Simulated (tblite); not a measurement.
# CH10NOSi3: the cost of one run

Programs: tblite 0.8.0 and PySCF 2.14.0. All values are calculated, for the isolated system unless a continuum is named. Atoms count from 0, parts from 1.

## (1) Starting point

16 atoms, charge 0, multiplicity 2; geometry: distance geometry start.

## (2) Geometry optimisation with GFN2-xTB

Job settings and geometry (Å):

```
{"job": {"kind": "relax", "xc": "GFN2-xTB", "basis": "xTB"}, "charge": 0, "multiplicity": 2}
Si    -0.253501    -0.938649     0.415674
N      1.023667    -1.874201     1.304261
Si     2.700141    -1.852230     0.596521
C     -0.102584     0.877494     0.520023
Si    -0.664039     1.429269     2.205848
O     -1.888707    -1.614666     0.424422
H      0.990202    -1.845100     2.318325
H      3.410806    -0.736036     1.119377
H      3.396320    -3.084718     0.920530
H      2.637061    -1.713208    -0.813227
H     -0.728008     1.319207    -0.188734
H      0.873998     1.168382     0.379388
H      0.424162     2.082008     2.868446
H     -1.756164     2.320478     2.072237
H     -1.068562     0.292750     2.966983
H     -2.479172    -1.526851     1.177506
```

Level: GFN2-xTB geometry optimisation, gas phase.

Command:

```sh
> OMP_NUM_THREADS=1 python cluster_run.py task.json out
```

One launch serves the whole session: the jobs run in the order shown.

Q: Estimate the wall time of this first job on 1 thread of Arm Neoverse V2, shared host.

About 6.4 s.
